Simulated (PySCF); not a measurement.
# Hydroxydifluoroborane (BF2HO): NMR shifts in gas and solvents

Aim: compute the NMR shifts of Hydroxydifluoroborane (BF2HO) (`OB(F)F`), and see what a dielectric continuum does where one was used.

Computed with PySCF 2.14.0, with density-fitted response routines of our own, on a single molecule, in the gas phase or a continuum. Atoms count from 0, in the outputs and in this text.

## Step 1: The molecule as given

5 atoms, charge 0, multiplicity 1; geometry from: GFN2-xTB. The atoms were then displaced at random by about 0.01 Å, so the start is not that level's minimum.

Bonds of the start (Å): O0–B1 1.35, B1–F2 1.33, B1–F3 1.28, O0–H4 0.95.

## Step 2: Geometry optimisation at PBE0-D3(BJ)/def2-TZVP

What the job is given:

```
{"job": {"xc": "PBE0", "basis": "def2-TZVP", "d3": "d3bj", "grid": 2, "shake": 0.01, "kind": "geom"}, "charge": 0, "multiplicity": 1}
O      0.815630    -0.621970    -0.316590
B     -0.374340     0.001160    -0.173530
F     -0.535970     1.321270    -0.242480
F     -1.431020    -0.681680     0.048460
H      1.559270    -0.052750    -0.492210
```

On the command line:

```
OMP_NUM_THREADS=1 python probes_run.py task.json out
```

One launch serves the whole session: the jobs run in the order shown.

Standard output:

```text
step   0  E = -300.37122432  max force = 0.031158
step   1  E = -300.37089108  max force = 0.027837
step   2  E = -300.37254620  max force = 0.012831
step   3  E = -300.37279721  max force = 0.008105
step   4  E = -300.37304069  max force = 0.006454
step   5  E = -300.37313797  max force = 0.002295
step   6  E = -300.37314974  max force = 0.000345
optimisation converged
```

Wall time 18 s (1 thread of Intel Xeon 6975P-C, shared host); peak memory 0.51 GiB.

Relaxation path: (the energy doesn't fall at every step)

| step | energy from step 0 (eV) | largest force component (eV/Å) |
| --- | --- | --- |
| 0 | 0.0000 | 1.6022 |
| 1 | 0.0091 | 1.4314 |
| 2 | -0.0360 | 0.6598 |
| 3 | -0.0428 | 0.4168 |
| 4 | -0.0494 | 0.3319 |
| 5 | -0.0521 | 0.1180 |
| 6 | -0.0524 | 0.0177 |

Distances of close pairs at the start and the end, largest changes first:

| bond | before (Å) | after (Å) | change (Å) |
| --- | --- | --- | --- |
| B1–F3 | 1.278 | 1.318 | +0.040 |
| O0–H4 | 0.953 | 0.960 | +0.007 |
| O0–B1 | 1.351 | 1.345 | -0.005 |
| B1–F2 | 1.332 | 1.328 | -0.004 |

The final coordinates are the input of the step that follows.

| at the end point | value |
| --- | --- |
| point group (found at 0.08 Å tolerance) | Cs |
| rotational constants (GHz, main isotopes) | 10.322, 10.077, 5.099 |
| dipole moment (D) | 2.01 |

## Step 3: Shielding tensors: PBE0/pcSseg-2

What the job is given:

```
{"job": {"kind": "nmr", "xc": "PBE0", "basis": "pcSseg-2"}, "charge": 0, "multiplicity": 1}
O     -0.473342     0.720975     0.281261
B     -0.032096    -0.363507    -0.381716
F      1.178255    -0.417818    -0.924479
F     -0.817900    -1.414190    -0.501815
H      0.166785     1.435571     0.317062
```

Method: GIAO PBE0/pcSseg-2 NMR shielding, non-relativistic, gas phase.

Standard output:

```text
coarse grid: 4968 points
cycle   1  E = -300.2637603327  dE =  5.055e-01  |g| = 8.462e-01  |ddm| = 1.473e+00
cycle   2  E = -300.1653392031  dE =  9.842e-02  |g| = 1.170e+00  |ddm| = 7.501e-01
cycle   3  E = -300.3765805632  dE = -2.112e-01  |g| = 5.568e-02  |ddm| = 4.342e-01
cycle   4  E = -300.3769119200  dE = -3.314e-04  |g| = 3.883e-02  |ddm| = 3.398e-02
cycle   5  E = -300.3771309231  dE = -2.190e-04  |g| = 4.556e-03  |ddm| = 1.321e-02
cycle   6  E = -300.3771340854  dE = -3.162e-06  |g| = 8.417e-04  |ddm| = 2.527e-03
final grid: 51000 points
cycle   7  E = -300.3713783324  dE = -1.070e-04  |g| = 5.429e-03  |ddm| = 3.006e-02
cycle   8  E = -300.3713730441  dE =  5.288e-06  |g| = 7.778e-03  |ddm| = 4.312e-03
cycle   9  E = -300.3713823977  dE = -9.354e-06  |g| = 4.143e-04  |ddm| = 2.710e-03
cycle  10  E = -300.3713824225  dE = -2.489e-08  |g| = 1.557e-04  |ddm| = 1.926e-04
cycle  11  E = -300.3713824258  dE = -3.270e-09  |g| = 3.601e-05  |ddm| = 6.137e-05
cycle  12  E = -300.3713824260  dE = -1.800e-10  |g| = 7.931e-06  |ddm| = 1.724e-05
converged SCF energy = -300.3713824260

GIAO shielding tensors (ppm)
atom      isotropic    diamagn.    paramagn.     s11        s22        s33       span
  0 O      246.377     385.118    -138.741    163.368    279.848    295.915    132.547
  1 B       85.531     193.915    -108.384     75.772     79.022    101.798     26.025
  2 F      306.463     468.434    -161.972    195.664    358.240    365.485    169.821
  3 F      314.531     466.644    -152.113    203.694    358.325    381.574    177.880
  4 H       27.914      30.733      -2.819     21.559     23.830     38.353     16.794
```

Run time: 5.2 s. Hardware: 1 thread of Intel Xeon 6975P-C, shared host; peak memory 0.61 GiB.

Shifts follow as δ = σ(reference) − σ, with reference shieldings (ppm) from runs at the same level and on the same kind of geometry: 1H TMS 31.52, 19F CFCl3 174.3, 17O H2O 329.5, 11B BF3·OEt2 98.7. The references are single molecules in the gas phase, so shifts against H2O, NH3, PH3, H3PO4 or CFCl3 are not on the usual liquid scales and can be off by tens of ppm. Atoms listed in one row are averaged.

| atoms | environment | σ (ppm) | δ (ppm) |
| --- | --- | --- | --- |
| H4 | hydrogen on an oxygen bonded to B | 27.91 | 3.61 |
| O0 | oxygen bonded to B, H | 246.4 | 83.2 |
| B1 | boron bonded to 2 F, O | 85.5 | 13.2 |
| F2, F3 | fluorine bonded to B | 310.5 | -136.2 |

Charges from the same density, by scheme (e):

| atoms | Mulliken | IAO | Hirshfeld | ESP fit |
| --- | --- | --- | --- | --- |
| O0 | -0.40 | -0.57 | -0.26 | -0.66 |
| B1 | 0.84 | 0.85 | 0.37 | 0.87 |
| F2, F3 | -0.34 | -0.34 | -0.15 | -0.32 |

Mayer bond orders: O0–B1 1.24, B1–F2 1.04, B1–F3 1.08.

## Step 4: NMR shieldings: KT3/pcSseg-2

What the job is given:

```
{"job": {"kind": "nmr", "xc": "KT3", "basis": "pcSseg-2", "pop": false}, "charge": 0, "multiplicity": 1}
O     -0.473342     0.720975     0.281261
B     -0.032096    -0.363507    -0.381716
F      1.178255    -0.417818    -0.924479
F     -0.817900    -1.414190    -0.501815
H      0.166785     1.435571     0.317062
```

With the program's defaults for keys left out, this is: GIAO KT3/pcSseg-2 NMR shielding, non-relativistic, gas phase.

Standard output:

```text
coarse grid: 4968 points
cycle   1  E = -304.2203900655  dE =  5.730e-01  |g| = 1.130e+00  |ddm| = 1.442e+00
cycle   2  E = -303.7767340225  dE =  4.437e-01  |g| = 1.956e+00  |ddm| = 1.218e+00
cycle   3  E = -304.4177055071  dE = -6.410e-01  |g| = 1.131e-01  |ddm| = 8.383e-01
cycle   4  E = -304.4187068432  dE = -1.001e-03  |g| = 9.884e-02  |ddm| = 8.360e-02
cycle   5  E = -304.4202424822  dE = -1.536e-03  |g| = 1.362e-02  |ddm| = 3.606e-02
cycle   6  E = -304.4202772176  dE = -3.474e-05  |g| = 2.771e-03  |ddm| = 1.096e-02
cycle   7  E = -304.4202785747  dE = -1.357e-06  |g| = 7.872e-04  |ddm| = 1.761e-03
final grid: 51000 points
cycle   8  E = -304.4197804860  dE = -3.128e-04  |g| = 3.408e-02  |ddm| = 5.662e-02
cycle   9  E = -304.4193804396  dE =  4.000e-04  |g| = 6.115e-02  |ddm| = 3.149e-02
cycle  10  E = -304.4199376269  dE = -5.572e-04  |g| = 4.325e-03  |ddm| = 2.185e-02
cycle  11  E = -304.4199408129  dE = -3.186e-06  |g| = 1.120e-03  |ddm| = 1.955e-03
cycle  12  E = -304.4199410085  dE = -1.956e-07  |g| = 1.662e-04  |ddm| = 4.969e-04
cycle  13  E = -304.4199410130  dE = -4.509e-09  |g| = 6.171e-05  |ddm| = 1.226e-04
cycle  14  E = -304.4199410135  dE = -4.994e-10  |g| = 2.479e-05  |ddm| = 2.747e-05
converged SCF energy = -304.4199410135

GIAO shielding tensors (ppm)
atom      isotropic    diamagn.    paramagn.     s11        s22        s33       span
  0 O      245.974     384.675    -138.701    170.857    273.015    294.049    123.192
  1 B       86.645     194.649    -108.004     78.420     78.880    102.635     24.215
  2 F      302.426     469.878    -167.452    193.782    355.589    357.906    164.124
  3 F      313.296     467.896    -154.600    206.338    358.915    374.635    168.297
  4 H       28.281      31.206      -2.925     22.188     24.298     38.356     16.168
```

Wall time 6 s (1 thread of Intel Xeon 6975P-C, shared host); peak memory 0.58 GiB.

Key values: δ O0 79.3, B1 11.6, F2 -162.4, H4 3.35 ppm (means over like atoms).

## Step 5: NMR shieldings: wB97X-D/pcSseg-2

What the job is given:

```
{"job": {"kind": "nmr", "xc": "wB97X-D", "basis": "pcSseg-2", "pop": false}, "charge": 0, "multiplicity": 1}
O     -0.473342     0.720975     0.281261
B     -0.032096    -0.363507    -0.381716
F      1.178255    -0.417818    -0.924479
F     -0.817900    -1.414190    -0.501815
H      0.166785     1.435571     0.317062
```

With the program's defaults for keys left out, this is: GIAO wB97X-D/pcSseg-2 NMR shielding, non-relativistic, gas phase.

Standard output:

```text
coarse grid: 4968 points
cycle   1  E = -300.4686955409  dE =  5.161e-01  |g| = 8.820e-01  |ddm| = 1.445e+00
cycle   2  E = -300.4712775054  dE = -2.582e-03  |g| = 9.449e-01  |ddm| = 6.772e-01
cycle   3  E = -300.5965881263  dE = -1.253e-01  |g| = 3.846e-02  |ddm| = 3.181e-01
cycle   4  E = -300.5968409125  dE = -2.528e-04  |g| = 2.086e-02  |ddm| = 2.684e-02
cycle   5  E = -300.5969003265  dE = -5.941e-05  |g| = 9.301e-03  |ddm| = 1.029e-02
cycle   6  E = -300.5969132671  dE = -1.294e-05  |g| = 1.136e-03  |ddm| = 3.813e-03
cycle   7  E = -300.5969135801  dE = -3.130e-07  |g| = 1.624e-04  |ddm| = 8.751e-04
final grid: 51000 points
cycle   8  E = -300.5892971683  dE = -1.225e-04  |g| = 8.239e-03  |ddm| = 3.465e-02
cycle   9  E = -300.5892952164  dE =  1.952e-06  |g| = 9.140e-03  |ddm| = 5.165e-03
cycle  10  E = -300.5893061731  dE = -1.096e-05  |g| = 4.525e-04  |ddm| = 2.761e-03
cycle  11  E = -300.5893062017  dE = -2.867e-08  |g| = 2.542e-04  |ddm| = 3.007e-04
cycle  12  E = -300.5893062118  dE = -1.003e-08  |g| = 6.178e-05  |ddm| = 1.157e-04
cycle  13  E = -300.5893062125  dE = -7.150e-10  |g| = 1.312e-05  |ddm| = 3.210e-05
converged SCF energy = -300.5893062125

GIAO shielding tensors (ppm)
atom      isotropic    diamagn.    paramagn.     s11        s22        s33       span
  0 O      249.677     383.867    -134.190    170.471    280.593    297.968    127.497
  1 B       86.397     194.364    -107.967     77.071     79.225    102.896     25.825
  2 F      311.788     466.971    -155.183    204.161    362.307    368.896    164.735
  3 F      319.237     465.381    -146.144    211.540    362.276    383.895    172.354
  4 H       28.065      30.639      -2.574     21.634     23.941     38.619     16.986
```

Run time: 5.2 s. Hardware: 1 thread of Intel Xeon 6975P-C, shared host; peak memory 0.67 GiB.

In short: δ O0 78.6, B1 13.2, F2 -130.6, H4 3.57 ppm (means over like atoms).

## Step 6: Nuclear shieldings: B97-2/pcSseg-2

What the job is given:

```
{"job": {"kind": "nmr", "xc": "B97-2", "basis": "pcSseg-2", "pop": false}, "charge": 0, "multiplicity": 1}
O     -0.473342     0.720975     0.281261
B     -0.032096    -0.363507    -0.381716
F      1.178255    -0.417818    -0.924479
F     -0.817900    -1.414190    -0.501815
H      0.166785     1.435571     0.317062
```

Level: GIAO B97-2/pcSseg-2 NMR shielding, non-relativistic, gas phase.

Standard output:

```text
coarse grid: 4968 points
cycle   1  E = -300.4570373123  dE =  5.114e-01  |g| = 9.097e-01  |ddm| = 1.470e+00
cycle   2  E = -300.3315178526  dE =  1.255e-01  |g| = 1.280e+00  |ddm| = 8.062e-01
cycle   3  E = -300.5860179783  dE = -2.545e-01  |g| = 5.758e-02  |ddm| = 4.766e-01
cycle   4  E = -300.5863712400  dE = -3.533e-04  |g| = 4.155e-02  |ddm| = 3.660e-02
cycle   5  E = -300.5866242960  dE = -2.531e-04  |g| = 4.988e-03  |ddm| = 1.412e-02
cycle   6  E = -300.5866282352  dE = -3.939e-06  |g| = 1.033e-03  |ddm| = 2.940e-03
final grid: 51000 points
cycle   7  E = -300.5789708597  dE = -1.268e-04  |g| = 1.224e-02  |ddm| = 3.191e-02
cycle   8  E = -300.5789491868  dE =  2.167e-05  |g| = 1.724e-02  |ddm| = 9.008e-03
cycle   9  E = -300.5789900774  dE = -4.089e-05  |g| = 9.761e-04  |ddm| = 5.568e-03
cycle  10  E = -300.5789902021  dE = -1.246e-07  |g| = 4.796e-04  |ddm| = 5.085e-04
cycle  11  E = -300.5789902382  dE = -3.614e-08  |g| = 5.874e-05  |ddm| = 1.791e-04
cycle  12  E = -300.5789902388  dE = -5.959e-10  |g| = 9.529e-06  |ddm| = 3.715e-05
converged SCF energy = -300.5789902388

GIAO shielding tensors (ppm)
atom      isotropic    diamagn.    paramagn.     s11        s22        s33       span
  0 O      248.949     385.337    -136.388    170.036    279.734    297.076    127.040
  1 B       87.068     194.070    -107.002     78.097     79.566    103.540     25.443
  2 F      310.892     468.787    -157.895    203.084    362.237    367.354    164.270
  3 F      318.909     467.004    -148.095    211.265    362.333    383.130    171.866
  4 H       28.106      30.838      -2.731     21.733     24.025     38.561     16.828
```

It took 4 s on 1 thread of Intel Xeon 6975P-C, shared host; peak memory 0.6 GiB.

Key values: δ O0 78.7, B1 12.7, F2 -138.9, H4 3.53 ppm (means over like atoms).

## Step 7: Shielding tensors: WP04/pcSseg-2 in chloroform

What the job is given:

```
{"job": {"kind": "nmr", "xc": "WP04", "basis": "pcSseg-2", "pop": false, "solvent": "chloroform"}, "charge": 0, "multiplicity": 1}
O     -0.473342     0.720975     0.281261
B     -0.032096    -0.363507    -0.381716
F      1.178255    -0.417818    -0.924479
F     -0.817900    -1.414190    -0.501815
H      0.166785     1.435571     0.317062
```

Level: GIAO WP04/pcSseg-2 NMR shielding, non-relativistic, IEF-PCM chloroform.

Standard output:

```text
coarse grid: 4968 points
cycle   1  E = -305.8806114235  dE =  5.781e-01  |g| = 1.381e+00  |ddm| = 1.462e+00
cycle   2  E = -305.4833941011  dE =  3.972e-01  |g| = 2.074e+00  |ddm| = 1.197e+00
cycle   3  E = -306.1515215474  dE = -6.681e-01  |g| = 1.207e-01  |ddm| = 7.882e-01
cycle   4  E = -306.1532306039  dE = -1.709e-03  |g| = 8.464e-02  |ddm| = 7.633e-02
cycle   5  E = -306.1542583046  dE = -1.028e-03  |g| = 1.197e-02  |ddm| = 2.890e-02
cycle   6  E = -306.1542836438  dE = -2.534e-05  |g| = 1.878e-03  |ddm| = 6.860e-03
cycle   7  E = -306.1542841838  dE = -5.400e-07  |g| = 2.114e-04  |ddm| = 7.185e-04
final grid: 51000 points
cycle   8  E = -306.1436230709  dE = -1.991e-04  |g| = 4.133e-03  |ddm| = 3.831e-02
cycle   9  E = -306.1436221200  dE =  9.509e-07  |g| = 4.510e-03  |ddm| = 2.627e-03
cycle  10  E = -306.1436247084  dE = -2.588e-06  |g| = 8.142e-04  |ddm| = 1.634e-03
cycle  11  E = -306.1436247974  dE = -8.901e-08  |g| = 1.129e-04  |ddm| = 3.257e-04
cycle  12  E = -306.1436247992  dE = -1.790e-09  |g| = 4.569e-05  |ddm| = 6.731e-05
cycle  13  E = -306.1436247994  dE = -2.823e-10  |g| = 1.391e-05  |ddm| = 1.856e-05
converged SCF energy = -306.1436247994

GIAO shielding tensors (ppm)
atom      isotropic    diamagn.    paramagn.     s11        s22        s33       span
  0 O      242.812     386.651    -143.839    156.967    278.696    292.773    135.806
  1 B       80.818     192.983    -112.165     69.444     73.128     99.881     30.437
  2 F      316.587     471.124    -154.537    208.213    370.015    371.533    163.320
  3 F      324.881     469.837    -144.956    218.874    371.762    384.008    165.133
  4 H       27.190      29.886      -2.696     20.636     23.119     37.814     17.178
```

Run time: 4.3 s. Hardware: 1 thread of Intel Xeon 6975P-C, shared host; peak memory 0.61 GiB.

This run: δ O0 80.6, B1 13.4, F2 -141.8, H4 4.68 ppm (means over like atoms).

## Step 8: NMR shieldings: wB97X-D/pcSseg-2 in chloroform

What the job is given:

```
{"job": {"kind": "nmr", "xc": "wB97X-D", "basis": "pcSseg-2", "pop": false, "solvent": "chloroform"}, "charge": 0, "multiplicity": 1}
O     -0.473342     0.720975     0.281261
B     -0.032096    -0.363507    -0.381716
F      1.178255    -0.417818    -0.924479
F     -0.817900    -1.414190    -0.501815
H      0.166785     1.435571     0.317062
```

Level: GIAO wB97X-D/pcSseg-2 NMR shielding, non-relativistic, IEF-PCM chloroform.

Standard output:

```text
coarse grid: 4968 points
cycle   1  E = -300.4784517452  dE =  5.064e-01  |g| = 8.715e-01  |ddm| = 1.445e+00
cycle   2  E = -300.4826370831  dE = -4.185e-03  |g| = 9.257e-01  |ddm| = 6.381e-01
cycle   3  E = -300.6022934768  dE = -1.197e-01  |g| = 3.686e-02  |ddm| = 3.027e-01
cycle   4  E = -300.6025382565  dE = -2.448e-04  |g| = 1.925e-02  |ddm| = 2.702e-02
cycle   5  E = -300.6025898876  dE = -5.163e-05  |g| = 8.964e-03  |ddm| = 9.679e-03
cycle   6  E = -300.6026019878  dE = -1.210e-05  |g| = 1.143e-03  |ddm| = 3.574e-03
cycle   7  E = -300.6026023135  dE = -3.257e-07  |g| = 1.858e-04  |ddm| = 9.352e-04
final grid: 51000 points
cycle   8  E = -300.5949360126  dE = -1.226e-04  |g| = 8.163e-03  |ddm| = 3.475e-02
cycle   9  E = -300.5949344191  dE =  1.594e-06  |g| = 8.979e-03  |ddm| = 5.117e-03
cycle  10  E = -300.5949449022  dE = -1.048e-05  |g| = 4.277e-04  |ddm| = 2.648e-03
cycle  11  E = -300.5949449303  dE = -2.806e-08  |g| = 2.450e-04  |ddm| = 3.083e-04
cycle  12  E = -300.5949449398  dE = -9.509e-09  |g| = 6.183e-05  |ddm| = 1.151e-04
cycle  13  E = -300.5949449406  dE = -7.702e-10  |g| = 1.426e-05  |ddm| = 3.661e-05
converged SCF energy = -300.5949449406

GIAO shielding tensors (ppm)
atom      isotropic    diamagn.    paramagn.     s11        s22        s33       span
  0 O      251.133     384.767    -133.633    166.607    286.636    300.158    133.551
  1 B       86.438     194.004    -107.566     75.922     79.089    104.304     28.382
  2 F      314.647     467.354    -152.706    208.350    364.206    371.387    163.037
  3 F      323.029     466.115    -143.086    218.588    366.351    384.148    165.561
  4 H       27.159      29.941      -2.782     20.447     22.878     38.152     17.705
```

It took 5.2 s on 1 thread of Intel Xeon 6975P-C, shared host; peak memory 0.69 GiB.

This run: δ O0 84.0, B1 13.5, F2 -131.7, H4 4.46 ppm (means over like atoms).

## Step 9: Run by run: NMR shifts

Shifts (ppm), means over like atoms, with basis size and wall time:

| run | H4 | O0 | B1 | F2 | functions | time |
| --- | --- | --- | --- | --- | --- | --- |
| PBE0/pcSseg-2 | 3.61 | 83.2 | 13.2 | -136.2 | 158 | 5.2 s |
| KT3/pcSseg-2 | 3.35 | 79.3 | 11.6 | -162.4 | 158 | 6 s |
| wB97X-D/pcSseg-2 | 3.57 | 78.6 | 13.2 | -130.6 | 158 | 5.2 s |
| B97-2/pcSseg-2 | 3.53 | 78.7 | 12.7 | -138.9 | 158 | 4 s |
| WP04/pcSseg-2 in chloroform | 4.68 | 80.6 | 13.4 | -141.8 | 158 | 4.3 s |
| wB97X-D/pcSseg-2 in chloroform | 4.46 | 84.0 | 13.5 | -131.7 | 158 | 5.2 s |

## Step 10: Results

| quantity | value |
| --- | --- |
| point group | Cs |
| rotational constants (main isotopes) | 10.32, 10.08, 5.10 GHz |
| 1H shifts against TMS (PBE0/pcSseg-2) | 3.61 ppm |
| 17O shifts against H2O (PBE0/pcSseg-2) | 83.2 ppm |
| 11B shifts against BF3·OEt2 (PBE0/pcSseg-2) | 13.2 ppm |
| 19F shifts against CFCl3 (PBE0/pcSseg-2, means over atoms taken as alike) | -136.2 ppm |
| range of the shift of O0 (wB97X-D/pcSseg-2 runs) | 78.6 to 84.0 ppm |

**Reading.** Over 6 steps the energy fell by 0.052 eV; of the close pairs, B1–F3 changed most, 1.278 to 1.318 Å. At PBE0/pcSseg-2: The widest tensor belongs to F2, F3: span 174 ppm, with a paramagnetic part of -157 ppm. At one level, wB97X-D/pcSseg-2: In ppm, O0 moves most: its shift spreads over 5.4 ppm, from 78.6 (wB97X-D/pcSseg-2) to 84.0 (wB97X-D/pcSseg-2 in chloroform). Most of that comes from the computed reference, not from the atom's own shielding.
